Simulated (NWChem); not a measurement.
Tetragonal strain in BN (zincblende structure): splitting of valleys and valence bands

All runs are NWChem calculations. Level: LDA (Vosko), default library pseudopotentials (valence charges N 5, B 3), cutoff 40 Ha, shifted 4×4×4 mesh, two-atom cell, no spin-orbit coupling. The cubic cell (a = 3.564 Å, near this level's equilibrium) is stretched by 1 + δ along x and y and by (1 + δ)^−2 along z, at constant volume; symmetry keeps the atoms on their sites. The table gives the lowest empty level on the line to X along z less that along x, and the single valence level at Γ less the pair from which it splits.

```csv
δ,ε_zz − ε_xx,valley splitting (eV),valence splitting (eV)
-0.020,0.0612,1.121,-0.688
-0.010,0.0303,0.555,-0.327
-0.005,0.0151,0.276,-0.157
0.005,-0.0149,-0.273,0.152
0.010,-0.0297,-0.543,0.294
0.020,-0.0588,?,?
```

The valley splitting goes as Ξᵤ(ε_zz − ε_xx) and, without spin-orbit coupling, the valence splitting as 3b(ε_zz − ε_xx). Fit both through zero and predict the withheld row.

Ξᵤ ≈ 18.3 eV and 3b ≈ -10.9 eV, so b ≈ -3.6 eV; the rows leave the lines by up to 0.030 eV. Predicted against computed: valley -1.077 against -1.076 eV, valence 0.641 against 0.553 eV.
